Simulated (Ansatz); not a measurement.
# Cu: the cost of one run

Method: DFT PBE, scalar-relativistic, plane waves, PAW, in Ansatz 0.2.0.

**1. The starting structure**

The structure is cubic, space group Fm-3m (No. 225). The conventional cell has a = 3.620 Å, b = 3.620 Å, c = 3.620 Å, α = 90.00°, β = 90.00°, γ = 90.00°. Cu (site symmetry m-3m) has 12 Cu at 2.56 Å as nearest neighbours.

As a file:

```cif
data_structure
_symmetry_space_group_name_H-M 'P 1'
_symmetry_Int_Tables_number 1
_cell_length_a 2.5597
_cell_length_b 2.5597
_cell_length_c 2.5597
_cell_angle_alpha 60.000
_cell_angle_beta 60.000
_cell_angle_gamma 60.000
_cell_volume 11.86
loop_
_atom_site_label
_atom_site_type_symbol
_atom_site_fract_x
_atom_site_fract_y
_atom_site_fract_z
_atom_site_occupancy
Cu1 Cu 0.00000 0.00000 0.00000 1
```

**2. Relaxing cell and atoms: Cu, no spin**

Input file input.yaml:

```yaml
crystal:
  lattice:
    - [0.0, 1.81, 1.81]
    - [1.81, 0.0, 1.81]
    - [1.81, 1.81, 0.0]
  atoms:
    - { symbol: Cu, position: [0.0, 0.0, 0.0] }
scf:
  occupations: { method: methfessel_paxton, width: 0.1 }
output:
  forces: true
  stress: true
  eigenvalues: true
hamiltonian:
  xc: pbe
kpoints:
  mp_grid: { grid: [24, 24, 24] }
relax:
  f_tol: 0.005
  adjacent_minimum: "off"
  cell: { stress_tol: 0.02 }
```

The run is started by

```sh
$ ansatz run input.yaml --threads 8 --pin off --max-ram 24576MiB --backend cpu --events-out ev --progress --plain --runs-dir out
```

Q: Estimate wall time and peak memory on 8 threads of Intel Xeon 6975P-C (Granite Rapids), shared host.

About 2.9 s, with a peak of 0.45 GiB.
